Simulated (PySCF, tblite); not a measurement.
# C₆H₁₂BF₃: geometry, infrared bands and NMR shifts

Wanted: the infrared bands and NMR shifts of C₆H₁₂BF₃ (`CB(C)CCCC(F)(F)F`), by calculation.

The runs use tblite 0.8.0 and PySCF 2.14.0, with density-fitted response routines of our own; the level of theory stands in each step. All values are computed, except where a source is named. Atoms count from 0, in the outputs and in this text.

**1. Starting geometry**

22 atoms, charge 0, multiplicity 1; geometry from: force field or distance geometry start.

Bonds of the start (Å): C0–B1 1.59, B1–C2 1.61, B1–C3 1.60, C3–C4 1.51, C4–C5 1.49, C5–C6 1.52, C6–F7 1.39, C6–F8 1.36, C6–F9 1.40, C0–H10 1.10, C0–H11 1.12, C0–H12 1.11, C2–H13 1.14, C2–H14 1.08, C2–H15 1.11, C3–H16 1.09, C3–H17 1.11, C4–H18 1.11, C4–H19 1.12, C5–H20 1.10, C5–H21 1.10.

**2. Geometry optimisation with GFN2-xTB**

Job settings and geometry (Å):

```
{"job": {"kind": "relax", "xc": "GFN2-xTB", "basis": "xTB"}, "charge": 0, "multiplicity": 1}
C     -2.066500     1.153500     0.716000
B     -1.279800    -0.168800     0.300700
C     -2.068000    -1.534000     0.611700
C     -0.500500    -0.157600    -1.099100
C      0.838000     0.526100    -0.972000
C      1.666000    -0.202400     0.029900
C      3.042400     0.396500     0.235500
F      3.705800     0.353400    -0.985700
F      3.033600     1.668600     0.712900
F      3.782400    -0.474400     1.044400
H     -1.437200     1.907600     1.207800
H     -2.879800     0.874800     1.429400
H     -2.582900     1.513400    -0.194100
H     -2.821900    -1.602500    -0.236800
H     -1.429000    -2.393800     0.490900
H     -2.586400    -1.454900     1.584900
H     -1.175400     0.296100    -1.829700
H     -0.294300    -1.222500    -1.348300
H      0.749600     1.614700    -0.802500
H      1.335000     0.410000    -1.972800
H      1.141200    -0.250700     0.994400
H      1.817500    -1.233700    -0.319000
```

On the command line:

```console
> OMP_NUM_THREADS=1 python probes_run.py task.json out
```

The driver reads the jobs from task.json and runs them one after another.

**Question.** This job is followed by: GFN2-xTB harmonic vibrations, gas phase; GIAO PBE0/pcSseg-1 NMR shielding, non-relativistic, gas phase. Predict these results of the whole session: strongest single infrared mode (GFN2-xTB); zero-point energy (GFN2-xTB); 13C shifts against TMS (PBE0/pcSseg-1, means over atoms taken as alike); 1H shifts against TMS (PBE0/pcSseg-1, means over atoms taken as alike); 11B shifts against BF3·OEt2 (PBE0/pcSseg-1); 19F shifts against CFCl3 (PBE0/pcSseg-1, means over atoms taken as alike); surface potential, 1st and 99th percentile.

**Answer**, as computed:

```
                                                                 quantity                              value
                                strongest single infrared mode (GFN2-xTB)              1054 cm⁻¹, 225 km/mol
                                             zero-point energy (GFN2-xTB)                     108.8 kcal/mol
  13C shifts against TMS (PBE0/pcSseg-1, means over atoms taken as alike)  136.0, 41.5, 32.6, 23.0, 15.8 ppm
   1H shifts against TMS (PBE0/pcSseg-1, means over atoms taken as alike)         2.03, 1.59, 1.40, 0.99 ppm
                              11B shifts against BF3·OEt2 (PBE0/pcSseg-1)                           92.6 ppm
19F shifts against CFCl3 (PBE0/pcSseg-1, means over atoms taken as alike)                          -86.3 ppm
                                    surface potential, 1st and 99th percentile                 -0.72 V and 1.16 V
```

**Reading.** Relaxing lowered the energy by 0.925 eV in 128 steps; the close pair that moved most is C6–F9, from 1.400 to 1.345 Å. All 60 modes are real, so the xTB geometry is a minimum. The strongest single mode, at 1054 cm⁻¹, is spread over many atoms; the largest shares are those of C6, F9. GFN2-xTB is a fitted tight-binding method: band positions and strengths are rough. Its intensities can rank the bands wrongly. At PBE0/pcSseg-1, counted by nearest atom on the grid, the HOMO lies on C3 26 %; B1 22 %, the LUMO on B1 54 %; H10, H13, H16 about 7 % each.
